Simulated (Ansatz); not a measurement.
**ZnInH₃ (SMILES [ZnH][InH2]): single points off equilibrium**

The task here is to estimate one member of a computed series from the others.

Program: Ansatz 0.2.0, Gaussian basis. Level of theory: single points in def2-TZVPP. These are calculated values, not measurements.

Correlated methods freeze the cores. The 3s and 3p shells of Cu and Zn are frozen; filled d shells are correlated. Core potentials replace the inner electrons past krypton, and spin-orbit coupling is left out.

### Where the work starts

SMILES `[ZnH][InH2]`, 5 atoms, charge 0, spin multiplicity 1.

Atoms are counted from 1 here; the program's logs count them from 0.

Bond lengths: Zn1–H3 1.620 Å, In2–H4 1.601 Å, In2–H5 1.841 Å. Angles: H4–In2–H5 116.2°.

Coordinates:

```
Zn    0.43880   -1.43110    0.78130
In   -0.42230    0.66580   -0.57460
H     1.55230   -2.07930    1.76410
H    -1.83130    0.55360   -1.32600
H     0.43980    2.28740   -0.70180
```

Set-up of the first run:

run/in.yaml reads:

```yaml
crystal:
  periodic: [false, false, false]
  atoms:
    - {symbol: Zn, position_ang: [0.438800, -1.431100, 0.781300]}
    - {symbol: In, position_ang: [-0.422300, 0.665800, -0.574600]}
    - {symbol: H, position_ang: [1.552300, -2.079300, 1.764100]}
    - {symbol: H, position_ang: [-1.831300, 0.553600, -1.326000]}
    - {symbol: H, position_ang: [0.439800, 2.287400, -0.701800]}
basis:
  gaussian: {orbitals: def2-TZVPP}
correlation: {method: ccsd_t, frozen_orbitals: {H: 0, In: 4, Zn: 9}}
output: {forces: true}
```

No record of the launch command was kept for these runs.

Steps of the session up to this table: CCSD(T)/def2-TZVPP; PBE0-D4/def2-TZVPP; wB97M-V/def2-TZVPP; r2SCAN-D4/def2-TZVPP; PBE-D4/def2-TZVPP; r2SCANh-D4/def2-TZVPP; revPBE-D4/def2-TZVPP.

One of the session's tables, all rows but one given; the rest of the session is left out.

| method | RMS force component (eV/Å) | angle to CCSD(T) forces (°) | dipole (D) |
| --- | --- | --- | --- |
| CCSD(T) | 0.907 | reference | 1.44 |
| PBE0-D4 | 0.904 | 3.2 | 1.36 |
| wB97M-V | ? | ? | ? |
| r2SCAN-D4 | 0.902 | 1.9 | 1.27 |
| PBE-D4 | 0.897 | 6.4 | 1.17 |
| r2SCANh-D4 | 0.903 | 1.3 | 1.33 |
| revPBE-D4 | 0.901 | 8.1 | 1.21 |

**Question.** Estimate the row for wB97M-V.

As computed: RMS force component (eV/Å): 0.909; angle to CCSD(T) forces (°): 2.2; dipole (D): 1.45. In the column «RMS force component (eV/Å)» it is the highest.
